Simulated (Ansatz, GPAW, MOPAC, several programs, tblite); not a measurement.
**What each method gives for SnOS (Janus 2H monolayer)**

A free-standing Janus 2H monolayer of SnOS, relaxed with r2SCAN in Ansatz, was computed with several methods. In-plane lattice: a = 3.327 Å, b = 3.327 Å, γ = 120.0°; thickness between the outer nuclei 2.77 Å. Around Sn lie 3 O at 2.21 Å and 3 S at 2.55 Å; around O lie 3 Sn at 2.21 Å; around S lie 3 Sn at 2.55 Å. All values are calculated for a non-magnetic cell, which may be hypothetical.

```
Sn O S
1.0
     3.32716    0.00000    0.00000
    -1.66358    2.88140    0.00000
     0.00000    0.00000   29.50657
Sn O S
1 1 1
Direct
  0.33333 0.66667 0.31171
  0.66667 0.33333 0.34867
  0.66667 0.33333 0.25467
```
The sheet repeats along a and b alone.

Gaps and times are for a single point on this cell. Times are rough, from shared hosts (Arm Neoverse V1), and each method has its own mesh and cell size. PM6 (MOPAC), PM7 (MOPAC), GFN1-xTB (tblite), GFN2-xTB (tblite) treat a cluster of cells at its zone centre, which samples few k points: where these miss a band edge, the gap comes out too large for that reason alone. Gaps from k meshes are read at a limited set of points (mesh, symmetry points, PBE's band edges), so each method's own least gap may be somewhat smaller. xTB and the PM methods were fitted mostly to molecules, and can miss a solid's gap by electronvolts. Minimal bases can be far off for gaps. d marks a direct gap, i an indirect one (no mark: not told apart), a dash a value that wasn't computed or didn't pass its checks.

```
                              method              kind      gap (eV)  atoms computed  processor time
                         PM6 (MOPAC)    semi-empirical          5.32              27          0.58 s
                         PM7 (MOPAC)    semi-empirical          6.71              27           0.6 s
                   GFN1-xTB (tblite)     tight binding          0.64              27          0.97 s
                   GFN2-xTB (tblite)     tight binding          0.18              27           1.4 s
light PBE (260 eV and a coarse mesh)  light plane-wave  overlap 0.06               3           3.8 s
              PBE/single zeta (GPAW)       small basis  overlap 0.05               3           5.9 s
                                 PBE         semilocal  overlap 0.06               3            15 s
                              r2SCAN         semilocal             0               3            37 s
```

With PBE and r2SCAN the bands overlap or touch, or nearly. Semilocal functionals can close a real gap, so this doesn't show a metal; small gaps of other methods may in turn close between the points read or with spin-orbit coupling, and the solid may be a semimetal.

Spin-orbit coupling is left out, which matters wherever the heavy atoms make up the band edges.
